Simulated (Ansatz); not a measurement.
**CH8O2Si2: a ladder of functionals and wavefunction methods**

An exercise on one series of results from a longer session: the logs are not shown, and one member is left open.

Program: Ansatz 0.2.0, Gaussian basis. Level of theory: functionals in def2-TZVPP, the program's frozen cores in correlated methods. These are calculated values, not measurements.

Plan: PBE-D4, r2SCAN-D4, PBE0-D4, B3LYP-D4, ωB97X-V, ωB97M-V, B2PLYP; CCSD(T)/def2-TZVPP; MP2/def2-QZVPP; extrapolation to the limit.

### The geometry

An earlier PBE0-D4 in a triple-zeta def2 set relaxation fixed the geometry.

SMILES `OC[SiH2][SiH2]O`, 13 atoms, charge 0, spin multiplicity 1.

Atoms are counted from 1 here; the program's logs count them from 0.

Bond lengths: O1–C2 1.417 Å, O1–H6 0.961 Å, C2–Si3 1.893 Å, C2–H7 1.100 Å, C2–H8 1.100 Å, Si3–Si4 2.349 Å, Si3–H9 1.489 Å, Si3–H10 1.491 Å, Si4–O5 1.658 Å, Si4–H11 1.486 Å, Si4–H12 1.493 Å, O5–H13 0.958 Å. Angles: C2–O1–H6 108.7°, O1–C2–Si3 109.2°, O1–C2–H7 111.8°, O1–C2–H8 111.9°, Si3–C2–H7 108.5°, Si3–C2–H8 108.6°, H7–C2–H8 106.8°, C2–Si3–Si4 109.7°, C2–Si3–H9 110.2°, C2–Si3–H10 109.4°, Si4–Si3–H9 109.9°, Si4–Si3–H10 109.2°, H9–Si3–H10 108.4°, Si3–Si4–O5 111.8°, Si3–Si4–H11 111.1°, Si3–Si4–H12 109.4°, O5–Si4–H11 105.0°, O5–Si4–H12 111.2° and more.

Set-up of the first run:

in.yaml

```yaml
crystal:
  periodic: [false, false, false]
  atoms:
    - {symbol: O, position_ang: [1.170847, -0.213321, 2.540454]}
    - {symbol: C, position_ang: [0.160002, -0.300626, 1.550619]}
    - {symbol: Si, position_ang: [0.942330, -0.078419, -0.158418]}
    - {symbol: Si, position_ang: [-0.732074, -0.112270, -1.805431]}
    - {symbol: O, position_ang: [-1.802978, 1.139502, -1.620309]}
    - {symbol: H, position_ang: [0.767719, -0.333422, 3.404025]}
    - {symbol: H, position_ang: [-0.353416, -1.272807, 1.574720]}
    - {symbol: H, position_ang: [-0.612595, 0.470215, 1.684987]}
    - {symbol: H, position_ang: [1.930287, -1.162376, -0.417332]}
    - {symbol: H, position_ang: [1.655390, 1.229949, -0.211522]}
    - {symbol: H, position_ang: [-1.558349, -1.342909, -1.703922]}
    - {symbol: H, position_ang: [-0.098864, -0.086347, -3.157213]}
    - {symbol: H, position_ang: [-1.447799, 2.028129, -1.665857]}
basis:
  gaussian: {orbitals: def2-TZVPP}
hamiltonian: {xc: pbe, dispersion: d4}
output: {forces: true, orbitals: {seedname: orbitals}}
```

On the command line:

```console
$ ansatz run in.yaml --threads 4 --pin off --events-out ev --progress --plain --max-ram 10444MiB
```

Among the steps run: PBE-D4 (GGA); r2SCAN-D4 (meta-GGA); PBE0-D4 (hybrid); B3LYP-D4 (hybrid); ωB97X-V (range-separated); ωB97M-V (range-separated); B2PLYP (double hybrid); CCSD(T) in def2-TZVPP; MP2 in def2-QZVPP.

One table of the session follows, with a row left open; its other results are not shown here.

```
            method  atomisation energy (kcal/mol)
            PBE-D4                         1071.7
         r2SCAN-D4                         1064.3
           PBE0-D4                         1055.3
          B3LYP-D4                         1061.8
           ωB97X-V                         1069.8
           ωB97M-V                              ?
            B2PLYP                         1049.9
     HF/def2-TZVPP                          769.7
    MP2/def2-TZVPP                         1047.7
   CCSD/def2-TZVPP                         1024.1
CCSD(T)/def2-TZVPP                         1037.6
           MP2/CBS                         1078.2
       CCSD(T)/CBS                         1068.1
```

Estimate the missing values for ωB97M-V.

**Answer.** atomisation energy (kcal/mol): 1066.0. In the column «atomisation energy (kcal/mol)» it lies between r2SCAN-D4 (1064.3) and CCSD(T)/CBS (1068.1).

Limits of these values: Free atoms (2 O, 1 C, 2 Si, 8 H) were run apart at each level; the atomisation energy is their sum less the molecule, without zero-point or spin-orbit terms.
